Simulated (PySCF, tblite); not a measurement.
# C5H8F3OP: geometry, infrared bands and NMR shifts

Aim: predict the infrared bands and NMR shifts of C5H8F3OP (`C[P@](=O)(C1CC1)C(F)(F)F`).

The runs use tblite 0.8.0 and PySCF 2.14.0, with density-fitted response routines of our own; the level of theory stands in each step. All values are computed, except where a source is named. Atoms count from 0, in the outputs and in this text.

**1. Starting geometry**

18 atoms, charge 0, multiplicity 1; geometry from: force field or distance geometry start.

Bonds of the start (Å): C0–P1 1.77, P1–O2 1.52, P1–C3 1.82, C3–C4 1.52, C4–C5 1.50, P1–C6 1.73, C6–F7 1.34, C6–F8 1.34, C6–F9 1.34, C5–C3 1.50, C0–H10 1.10, C0–H11 1.09, C0–H12 1.09, C3–H13 1.08, C4–H14 1.08, C4–H15 1.08, C5–H16 1.09, C5–H17 1.08.

**2. Relaxing the molecule with GFN2-xTB**

What the job is given:

```
{"job": {"kind": "relax", "xc": "GFN2-xTB", "basis": "xTB"}, "charge": 0, "multiplicity": 1}
C     -0.835900     1.853700    -0.427600
P     -0.767700     0.242400     0.303400
O     -0.670400     0.290900     1.820600
C      0.856400    -0.410300    -0.201500
C      1.577000    -1.406100     0.691800
C      2.090600     0.001000     0.550200
C     -2.002200    -0.723200    -0.433200
F     -1.896500    -1.973700     0.035700
F     -1.781100    -0.686800    -1.752100
F     -3.190700    -0.180700    -0.119900
H     -1.797600     2.337900    -0.184000
H     -0.766900     1.790200    -1.513800
H     -0.038100     2.492100    -0.048700
H      0.960200    -0.554800    -1.267100
H      1.122000    -1.678000     1.631300
H      2.137100    -2.198500     0.220500
H      1.988600     0.659700     1.414600
H      3.006300     0.150500    -0.011700
```

On the command line:

```bash
$ OMP_NUM_THREADS=1 python probes_run.py task.json out
```

The driver reads the jobs from task.json and runs them one after another.

**Question.** This job is followed by: GFN2-xTB harmonic vibrations, gas phase; GIAO PBE0/pcSseg-1 NMR shielding, non-relativistic, gas phase. Predict these results of the whole session: strongest single infrared mode (GFN2-xTB); zero-point energy (GFN2-xTB); 13C shifts against TMS (PBE0/pcSseg-1); 1H shifts against TMS (PBE0/pcSseg-1, means over atoms taken as alike); 31P shifts against H3PO4 (PBE0/pcSseg-1); 17O shifts against H2O (PBE0/pcSseg-1); 19F shifts against CFCl3 (PBE0/pcSseg-1, means over atoms taken as alike); surface potential, 1st and 99th percentile.

**Answer**, as computed:

```
                                                                 quantity                                   value
                                strongest single infrared mode (GFN2-xTB)                   1056 cm⁻¹, 205 km/mol
                                             zero-point energy (GFN2-xTB)                           78.6 kcal/mol
                                   13C shifts against TMS (PBE0/pcSseg-1)          132.5, 15.0, 7.9, 3.6, 1.8 ppm
   1H shifts against TMS (PBE0/pcSseg-1, means over atoms taken as alike)  1.61, 1.23, 0.93, 0.88, 0.77, 0.71 ppm
                                 31P shifts against H3PO4 (PBE0/pcSseg-1)                                15.6 ppm
                                   17O shifts against H2O (PBE0/pcSseg-1)                                69.0 ppm
19F shifts against CFCl3 (PBE0/pcSseg-1, means over atoms taken as alike)                               -94.9 ppm
                                    surface potential, 1st and 99th percentile                      -1.97 V and 1.29 V
```

**Reading.** The optimisation took 96 steps and gained 0.895 eV; among the close pairs (by a distance rule), P1–C6 changed most, from 1.732 to 1.891 Å. All 48 modes are real, so the xTB geometry is a minimum. The strongest single mode, at 1056 cm⁻¹, moves mainly C6. Unscaled tight-binding wavenumbers are off by several per cent, some by more. Its intensities can rank the bands wrongly. At PBE0/pcSseg-1: Shielding is most anisotropic at P1 (span 211 ppm, paramagnetic term -663 ppm).
